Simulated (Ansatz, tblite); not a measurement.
# The cluster Sr7+: one state, many levels

Aim: run the doublet of the cluster Sr7+ at one geometry on many levels, and compare frontier levels, spin and run time.

Program: Ansatz 0.2.0, Gaussian basis. Level of theory: as each input shows. These are calculated values, not measurements.

The runs, in order: GFN1-xTB, GFN2-xTB, PBE/def2-TZVP, r2SCAN/def2-TZVP, revPBE/def2-TZVP, HF/def2-TZVP, BLYP/def2-TZVP, PBE/def2-SVP, PBE0/def2-SVP, MP2/def2-TZVP, RPA/def2-TZVP.

6 further runs of the same task are left out: 1 that didn't finish, 5 set aside as unsound or not needed.

**1. The structure**

The geometry is that of the doublet, from an earlier relaxation (r2SCAN/def2-SVP). At that level it is the lowest of the isomers that a small search found.

7 atoms, charge 1, spin multiplicity 2.

Bond lengths: Sr1–Sr4 4.099 Å, Sr1–Sr5 4.340 Å, Sr1–Sr6 4.090 Å, Sr2–Sr3 4.188 Å, Sr2–Sr4 4.291 Å, Sr2–Sr5 4.196 Å, Sr2–Sr7 4.111 Å, Sr3–Sr4 4.166 Å, Sr3–Sr5 4.077 Å, Sr3–Sr6 4.313 Å, Sr3–Sr7 4.096 Å, Sr4–Sr5 4.086 Å, Sr4–Sr6 4.217 Å, Sr5–Sr6 4.171 Å, Sr5–Sr7 4.277 Å. Angles: Sr4–Sr1–Sr5 57.8°, Sr4–Sr1–Sr6 62.0°, Sr5–Sr1–Sr6 59.2°, Sr3–Sr2–Sr4 58.8°, Sr3–Sr2–Sr5 58.2°, Sr3–Sr2–Sr7 59.1°, Sr4–Sr2–Sr5 57.5°, Sr4–Sr2–Sr7 108.7°, Sr5–Sr2–Sr7 62.0°, Sr2–Sr3–Sr4 61.8°, Sr2–Sr3–Sr5 61.0°, Sr2–Sr3–Sr6 110.9°, Sr2–Sr3–Sr7 59.5°, Sr4–Sr3–Sr5 59.4°, Sr4–Sr3–Sr6 59.6°, Sr4–Sr3–Sr7 111.4°, Sr5–Sr3–Sr6 59.5°, Sr5–Sr3–Sr7 63.1° and more.

Coordinates:

```
Sr   -3.1672   -1.6205   -2.7316
Sr    3.2284    1.0646   -0.9935
Sr    1.2094   -0.3711    2.3828
Sr    0.5928   -2.3114   -1.2520
Sr   -0.9330    1.4200   -0.5875
Sr   -2.7090   -1.8319    1.3272
Sr    1.7785    3.6502    1.8545
```

Sr takes a core potential in the def2 sets. No spin-orbit coupling is included. The ion is computed in the gas phase, without counter-ions or solvent.

PBE0/def2-TZVP was run before; its log isn't repeated, and its numbers join the tables.

**2. GFN1-xTB**

Tight binding, by tblite at 300 K electronic temperature and without a spin-polarisation term:

```python
tblite.interface.Calculator('GFN1-xTB', numbers, positions, charge=1, uhf=1).singlepoint()
```

Energy -92.5770 eV; 0.021 s.

**3. GFN2-xTB**

Tight binding, by tblite at 300 K electronic temperature and without a spin-polarisation term:

```python
tblite.interface.Calculator('GFN2-xTB', numbers, positions, charge=1, uhf=1).singlepoint()
```

Energy -87.5366 eV; 0.18 s.

**4. PBE/def2-TZVP**

start.molden holds the orbitals of an earlier run on this state, given as this run's starting guess.

Input file in.yaml:

```yaml
crystal:
  periodic: [false, false, false]
  atoms:
    - {symbol: Sr, position_ang: [-3.167155, -1.620454, -2.731614]}
    - {symbol: Sr, position_ang: [3.228401, 1.064593, -0.993457]}
    - {symbol: Sr, position_ang: [1.209412, -0.371052, 2.382814]}
    - {symbol: Sr, position_ang: [0.592771, -2.311439, -1.251989]}
    - {symbol: Sr, position_ang: [-0.932999, 1.419979, -0.587501]}
    - {symbol: Sr, position_ang: [-2.708953, -1.831872, 1.327213]}
    - {symbol: Sr, position_ang: [1.778522, 3.650234, 1.854544]}
basis:
  gaussian: {orbitals: def2-TZVP, initial_orbitals: start.molden}
total_charge: 1
magnetization: {spin_polarized: true, initial_magnetization: 1}
hamiltonian: {xc: pbe}
scf: {omitted_lower_state_checks: [starts]}
output: {forces: true, orbitals: {seedname: orbitals}}
```

Run with:

```sh
$ ansatz run in.yaml --threads 4 --pin off --events-out ev --progress --plain --max-ram 4787MiB
```

The runs that follow: r2SCAN/def2-TZVP; revPBE/def2-TZVP; HF/def2-TZVP; BLYP/def2-TZVP; PBE/def2-SVP; PBE0/def2-SVP; MP2/def2-TZVP; RPA/def2-TZVP.

Before running them: what should the planned runs give, taken together? Wanted: gap in def2-TZVP, named functionals and Hartree-Fock, smallest and largest; correlation energy, MP2/def2-TZVP; ⟨S²⟩ in def2-TZVP, named functionals and Hartree-Fock, smallest and largest; PBE0 total energy, smallest basis above largest.

**Answer**, as computed:

```
                                                                   quantity                          value
 gap in def2-TZVP, named functionals and Hartree-Fock, smallest and largest   0.23 eV (BLYP), 3.91 eV (HF)
                                          correlation energy, MP2/def2-TZVP                      -31.51 eV
⟨S²⟩ in def2-TZVP, named functionals and Hartree-Fock, smallest and largest                   0.762, 3.458
                            PBE0 total energy, smallest basis above largest  1.95 eV (def2-SVP, def2-TZVP)
```

Orbital gaps of the named functionals and Hartree-Fock in def2-TZVP span 0.23 eV (BLYP) to 3.91 eV (HF); exact exchange widens it. Over the named functionals and Hartree-Fock in def2-TZVP spin contamination reaches 2.71 (HF), so some levels may describe another state.
